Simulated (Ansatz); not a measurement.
# Pt: the cost of one run

Computed with Ansatz 0.2.0 (DFT PBEsol, scalar-relativistic, plane waves, PAW, unless a step's input says otherwise).

3 further runs of the same task are left out: 3 set aside as unsound or not needed. Runs told in other sessions of the task aren't counted.

## (1) The system as given

Symmetry: Im-3m, No. 229, cubic system. Conventional cell: a = 3.121 Å, b = 3.121 Å, c = 3.121 Å, α = 90.00°, β = 90.00°, γ = 90.00°. Around Pt (site symmetry m-3m) lie 8 Pt at 2.70 Å.

As a file:

```
Pt
1.0
    -1.56047    1.56047   -1.56047
    -1.56047   -1.56047    1.56047
     0.00000    6.24188    6.24188
Pt
4
Direct
  0.00000 0.00000 0.00000
  0.50000 0.50000 0.25000
  0.00000 0.00000 0.50000
  0.50000 0.50000 0.75000
```

It goes back to an entry of the Materials Project, which need not be the stable form.

It is built from the cell relaxed beforehand with the same method (15.20 Å³/atom).

## (2) The reference cell

The cell is repeated 4 times, 4 atoms in all. The reference gives a free energy of -49534.8596 eV, pressure 0.11 GPa, largest force 0.000 eV/Å and gap on the mesh none (metal). It was computed beforehand with the settings of the runs below.

## (3) Next: rigid cleavage

The cut lies on the cell's a–b face, a (0 1 1) plane of area 6.89 Å², between layers 2.21 Å apart (Pt below, Pt above); the cell is 8.8 Å thick. Vector c is lengthened by d along the normal with the atoms' Cartesian places fixed: one unrelaxed cut per cell.

## (4) Point d = 1.00 Å

input.yaml reads:

```yaml
crystal:
  lattice:
    - [-1.5604706007, 1.5604706007, -1.5604706007]
    - [-1.5604706007, -1.5604706007, 1.5604706007]
    - [0.0, 6.9489891841, 6.9489891841]
  atoms:
    - { symbol: Pt, position: [0.0, 0.0, 0.7859628153] }
    - { symbol: Pt, position: [0.5, 0.5, 0.1122804022] }
    - { symbol: Pt, position: [0.0, 0.0, 0.3368412066] }
    - { symbol: Pt, position: [0.5, 0.5, 0.5614020109] }
basis:
  ecutwfc: 420
kpoints:
  mp_grid: { grid: [23, 23, 7] }
hamiltonian:
  xc: pbesol
scf:
  occupations: { method: gaussian, width: 0.15 }
output:
  forces: true
  stress: true
  eigenvalues: true
```

Command:

```console
$ ansatz run input.yaml --threads 2 --pin off --max-ram 5120MiB --backend cpu --events-out ev --progress --plain --runs-dir out
```

**Question.** How long does this run take on 2 threads of Arm Neoverse V2, shared host, and how much memory does it need?

About 31 s, with a peak of 1.2 GiB.
